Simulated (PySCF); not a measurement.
# doublet [CH3BF3Ge]2+: levels of theory compared

Aim: a comparison of 5 runs (U-r2SCAN/def2-SVP, U-revPBE/def2-SVP, UBLYP/def2-SVP, UM06-2X/def2-SVP, UM06-L/def2-SVP) of doublet [CH3BF3Ge]2+. 

The calculation is run with PySCF 2.14.0.

1 further run of the same task is left out (set aside as unsound or not needed).

### 1 The structure to begin with

[CH3BF3Ge]2+ has 9 atoms, charge +2, and is taken as a doublet. SMILES of the parent species: `[CH3][Ge+]([F])[B](F)F`. Geometry: a GFN2-xTB relaxation, a rough one for these elements and not checked as a minimum. That shape belongs to the parent species and isn't relaxed for this state.

Bond lengths: C1–Ge2 2.003 Å, Ge2–F3 1.729 Å, Ge2–B4 2.228 Å, B4–F5 1.274 Å, B4–F6 1.276 Å, C1–H7 1.092 Å, C1–H8 1.097 Å, C1–H9 1.097 Å. Some angles: C1–Ge2–F3 103.8°, C1–Ge2–B4 154.9°, F3–Ge2–B4 101.3°, Ge2–B4–F5 115.3°, Ge2–B4–F6 119.5°, F5–B4–F6 125.2°, Ge2–C1–H7 111.8°, Ge2–C1–H8 107.1°, Ge2–C1–H9 107.2°, H7–C1–H8 110.9°.

### 2 The energy at U-r2SCAN/def2-SVP (run 1)

geometry.xyz reads:

```xyz
9
CH3BF3Ge
C     -1.827570    -0.232630    -0.019740
Ge     0.127990     0.202360    -0.000590
F      0.165210     1.931220    -0.020140
B      2.303130    -0.280720     0.029180
F      3.084040     0.724700     0.087070
F      2.676590    -1.500590    -0.012720
H     -2.003290    -1.308940    -0.075000
H     -2.263930     0.280640    -0.885140
H     -2.262170     0.183950     0.897070
```

calc.py reads:

```python
from pyscf import gto, dft

molecule = gto.M(
    atom='geometry.xyz',
    basis='def2-svp',
    spin=1,
    verbose=4,
    charge=2,
    max_memory=1860,
)

mf = dft.UKS(molecule)
mf.xc = 'r2scan'
mf.grids.level = 5
mf.conv_tol = 1e-10
mf.kernel()
if not mf.converged:
    mf = mf.newton().run(mf.mo_coeff, mf.mo_occ)

energy = mf.e_tot
print(f'total energy: {energy:.8f} hartree')
```

On the command line:

```console
$ OMP_NUM_THREADS=1 python calc.py
```

What it wrote:

```text
PySCF version 2.14.0

[... 61 lines left out ...]
WARN: HOMO -0.326127735468246 >= LUMO -0.326127735468247
[... 66 lines left out ...]
converged SCF energy = -2439.79987137484  <S^2> = 0.75802629  2S+1 = 2.0080103
total energy: -2439.79987137 hartree
```

Run time: 5.4 min. Hardware: 1 thread of Arm Neoverse N1, shared host; peak memory 0.7 GiB.

### 3 The energy at U-revPBE/def2-SVP (run 2)

input.py reads:

```python
from pyscf import gto, dft

mol = gto.M(
    atom='''
C   -1.827570  -0.232630  -0.019740
Ge   0.127990   0.202360  -0.000590
F    0.165210   1.931220  -0.020140
B    2.303130  -0.280720   0.029180
F    3.084040   0.724700   0.087070
F    2.676590  -1.500590  -0.012720
H   -2.003290  -1.308940  -0.075000
H   -2.263930   0.280640  -0.885140
H   -2.262170   0.183950   0.897070
''',
    verbose=3,
    basis='def2-svp',
    spin=1,
    max_memory=1860,
    charge=2,
)

mf = dft.UKS(mol, xc='revpbe')
mf.conv_tol = 1e-10
mf.grids.level = 5
mf.kernel()
if not mf.converged:
    mf = mf.newton().run(mf.mo_coeff, mf.mo_occ)

etot = mf.e_tot
print(f'total energy: {etot:.8f} hartree')
```

On the command line:

```console
$ OMP_NUM_THREADS=1 python input.py
```

What it wrote:

```text
WARN: HOMO -0.313349943859159 >= LUMO -0.31334994385916

converged SCF energy = -2439.71091885536  <S^2> = 0.75291316  2S+1 = 2.002911
total energy: -2439.71091886 hartree
```

Wall time 2.4 min (1 thread of Arm Neoverse N1, shared host); peak memory 0.69 GiB.

Runs 3 to 4 aren't shown in full; the table further down has their settings and results.

### 4 A single-point energy at UM06-L/def2-SVP (run 5)

run.py reads:

```python
from pyscf import gto, dft

mol = gto.Mole()
mol.atom = '''
C     -3.453607    -0.439607    -0.037303
Ge     0.241866     0.382405    -0.001115
F      0.312202     3.649477    -0.038059
B      4.352285    -0.530484     0.055142
F      5.827991     1.369485     0.164538
F      5.058022    -2.835704    -0.024037
H     -3.785669    -2.473538    -0.141729
H     -4.278208     0.530333    -1.672672
H     -4.274882     0.347615     1.695217
'''
mol.unit = 'bohr'
mol.charge = 2
mol.max_memory = 1860
mol.spin = 1
mol.basis = 'def2-svp'
mol.verbose = 3
mol.build()

mf = dft.UKS(mol)
mf.xc = 'm06-l'
mf.conv_tol = 1e-10
mf.grids.level = 5
mf.kernel()
if not mf.converged:
    mf = mf.newton().run(mf.mo_coeff, mf.mo_occ)

energy = mf.e_tot
print('E(%s) = %.9f' % ('M06-L', energy))
```

On the command line:

```console
$ OMP_NUM_THREADS=1 python run.py
```

What it wrote:

```text
converged SCF energy = -2439.87396954035  <S^2> = 0.75562493  2S+1 = 2.005617
E(M06-L) = -2439.873969540
```

Run time: 5.5 min. Hardware: 1 thread of Arm Neoverse N1, shared host; peak memory 0.7 GiB.

### 5 The series

```
run              level   energy (Eh)  HOMO energy (eV)  LUMO energy (eV)   ⟨S²⟩  wall time
  1  U-r2SCAN/def2-SVP  -2439.799871            -20.98            -19.76  0.758    5.4 min
  2  U-revPBE/def2-SVP  -2439.710919            -20.40            -19.60  0.753    2.4 min
  3     UBLYP/def2-SVP  -2439.998336            -20.27            -19.53  0.753    2.5 min
  4   UM06-2X/def2-SVP  -2439.831301            -23.23            -18.61  0.763    5.5 min
  5    UM06-L/def2-SVP  -2439.873970            -20.86            -19.76  0.756    5.5 min
```

### 6 Summary of results

| quantity | value |
| --- | --- |
| run 5: total energy | -2439.87397 Eh |
| run 5: HOMO energy (highest over α and β) | -20.86 eV |
| run 5: LUMO energy (lowest over α and β) | -19.76 eV |
| run 5: ⟨S²⟩ | 0.756 |

Totals of different functionals can't be ranked against each other. All runs together took 21 min, the longest 5.5 min.
